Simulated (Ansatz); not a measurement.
Wanted: the native input for an Ansatz 0.2.0 run.

* Task: band structure
* Functional: PBEsol
* Potentials or basis: all-electron LAPW, scalar-relativistic
* Cutoff: 227 eV (chosen from the basis error)
* Basis error allowed: 0.002 eV/atom
* k mesh: 9 × 9 × 9
* Occupations: fermi-dirac, width 0.05 eV
* Spin: no spin polarisation

The system is AgAu3.

```xyz
4
Lattice="-2.0525 2.0525 4.1544 2.0525 -2.0525 4.1544 2.0525 2.0525 -4.1544" Properties=species:S:1:pos:R:3 pbc="T T T"
Au    0.0000    0.0000    4.1544
Au    2.0525    0.0000    2.0772
Au    0.0000    2.0525    2.0772
Ag    0.0000    0.0000    0.0000
```

The cell comes from a database or a generator and needn't be the stable form of this composition.

The input as run:

input.yaml

```yaml
crystal:
  lattice:
    - [-2.05247891, 2.05247891, 4.15439272]
    - [2.05247891, -2.05247891, 4.15439272]
    - [2.05247891, 2.05247891, -4.15439272]
  atoms:
    - { symbol: Au, position: [0.5, 0.5, 0.0] }
    - { symbol: Au, position: [0.25, 0.75, 0.5] }
    - { symbol: Au, position: [0.75, 0.25, 0.5] }
    - { symbol: Ag, position: [0.0, 0.0, 0.0] }
kpoints:
  mp_grid: { grid: [9, 9, 9] }
  band_path:
    path:
      - [0.0, 0.0, 0.0]
      - [0.5, -0.5, 0.0]
      - [0.5, -0.5, 0.1220428424]
      - [0.3110214212, -0.3110214212, 0.3110214212]
      - [0.0, 0.0, 0.0]
      - [0.5, 0.5, -0.5]
      - [0.6889785788, 0.3110214212, -0.3110214212]
      - [0.5, 0.0, 0.0]
    npoints: 8
scf:
  occupations: { method: fermi_dirac, width: 0.05 }
hamiltonian:
  xc: pbesol
  pseudopotentials: { kind: all_electron, lapw: { basis_error: 0.002 } }
output:
  forces: true
  stress: true
  eigenvalues: true
```

Potentials or basis: all-electron LAPW, scalar-relativistic.

Run with:

```bash
$ ansatz run input.yaml --threads 2 --pin off --max-ram 8192MiB --backend cpu --events-out ev --progress --plain --runs-dir out
```

It gave:

* Pressure: -5.2 GPa
* Band gap along the path: none (metal or under the smearing width)

Caveat: spin-orbit coupling is left out, which moves the levels of the heavy elements.

Wall time 95 s on 2 threads of Arm Neoverse V2 (shared host), peak memory 1 GiB.
